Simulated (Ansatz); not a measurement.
# CH3ClOSW: up Jacob's ladder to CCSD(T)

One table from this session's results is given with a row withheld; the runs are named, their logs left out.

Program: Ansatz 0.2.0, Gaussian basis. Level of theory: functionals in def2-TZVPP, the program's frozen cores in correlated methods. These are calculated values, not measurements.

Plan: LDA (SPW92), PBE-D4, revPBE-D4, BLYP-D4, r2SCAN-D4, B97M-V, PBE0-D4, B3LYP-D4, r2SCANh-D4, r2SCAN0-D4, HSE06-D4, BHLYP-D4, CAM-B3LYP-D4, LC-ωPBE, ωB97X-V, ωB97M-V, B2PLYP, PBE-QIDH; CCSD(T)/def2-SVP; CCSD(T)/def2-TZVPP; MP2/def2-QZVPP; extrapolation to the limit; RPA on PBE.

## Structure used throughout

All runs share one geometry, relaxed beforehand with PBE0-D4 in a triple-zeta def2 set. W takes the def2 core potential; no spin-orbit term is included.

SMILES `[CH3][W](=[O])(=[S])[Cl]`, 8 atoms, charge 0, spin multiplicity 1.

Atoms are counted from 1 here; the program's logs count them from 0.

Bond lengths: C1–W2 2.093 Å, C1–H6 1.096 Å, C1–H7 1.091 Å, C1–H8 1.094 Å, W2–O3 1.691 Å, W2–S4 2.124 Å, W2–Cl5 2.259 Å. Angles: W2–C1–H6 107.7°, W2–C1–H7 112.2°, W2–C1–H8 109.3°, H6–C1–H7 108.7°, H6–C1–H8 110.0°, H7–C1–H8 108.9°, C1–W2–O3 103.9°, C1–W2–S4 104.8°, C1–W2–Cl5 110.9°, O3–W2–S4 109.3°, O3–W2–Cl5 113.2°, S4–W2–Cl5 114.0°.

Set-up of the first run:

in.yaml reads:

```yaml
crystal:
  periodic: [false, false, false]
  atoms:
    - {symbol: C, position_ang: [-0.908013, -0.162022, 0.649395]}
    - {symbol: W, position_ang: [0.819637, 0.101130, -0.502908]}
    - {symbol: O, position_ang: [2.000046, -0.775704, 0.331120]}
    - {symbol: S, position_ang: [0.394526, -0.866673, -2.344670]}
    - {symbol: Cl, position_ang: [1.321758, 2.293139, -0.712302]}
    - {symbol: H, position_ang: [-0.726018, 0.291464, 1.630599]}
    - {symbol: H, position_ang: [-1.152195, -1.216405, 0.790094]}
    - {symbol: H, position_ang: [-1.749742, 0.335071, 0.158672]}
basis:
  gaussian: {orbitals: def2-TZVPP}
hamiltonian: {xc: lda}
output: {orbitals: {seedname: orbitals}}
```

Run with:

```console
ansatz run in.yaml --threads 2 --pin off --events-out ev --progress --plain --max-ram 32768MiB --backend cpu
```

Among the steps run: LDA; PBE-D4 (GGA); revPBE-D4 (GGA); BLYP-D4 (GGA); r2SCAN-D4 (meta-GGA); B97M-V (meta-GGA); PBE0-D4 (hybrid); B3LYP-D4 (hybrid); r2SCANh-D4 (hybrid); r2SCAN0-D4 (hybrid); HSE06-D4 (hybrid); BHLYP-D4 (hybrid); CAM-B3LYP-D4 (range-separated); LC-ωPBE (range-separated); ωB97X-V (range-separated); ωB97M-V (range-separated); B2PLYP (double hybrid); PBE-QIDH (double hybrid).

One of the session's tables, all rows but one given; the rest of the session is left out.

It belongs to the step «Frontier levels by functional». 

| functional | HOMO (eV) | LUMO (eV) | gap (eV) |
| --- | --- | --- | --- |
| LDA (SPW92) | -6.84 | -4.08 | 2.77 |
| PBE-D4 | ? | ? | ? |
| revPBE-D4 | -6.61 | -3.78 | 2.83 |
| BLYP-D4 | -6.51 | -3.73 | 2.78 |
| r2SCAN-D4 | -6.97 | -3.82 | 3.15 |
| B97M-V | -7.01 | -3.76 | 3.25 |
| PBE0-D4 | -7.90 | -3.15 | 4.74 |
| B3LYP-D4 | -7.65 | -3.33 | 4.31 |
| r2SCANh-D4 | -7.42 | -3.54 | 3.87 |
| r2SCAN0-D4 | -8.09 | -3.12 | 4.97 |
| HSE06-D4 | -7.50 | -3.53 | 3.97 |
| BHLYP-D4 | -8.95 | -2.26 | 6.69 |
| CAM-B3LYP-D4 | -9.16 | -2.11 | 7.05 |
| LC-ωPBE | -10.49 | -1.05 | 9.44 |
| ωB97X-V | -10.15 | -1.10 | 9.05 |
| ωB97M-V | -10.00 | -1.12 | 8.88 |

Estimate the missing values for PBE-D4.

As computed: HOMO (eV): -6.68; LUMO (eV): -3.86; gap (eV): 2.82. In the column «HOMO (eV)» it lies between LDA (SPW92) (-6.84) and revPBE-D4 (-6.61).
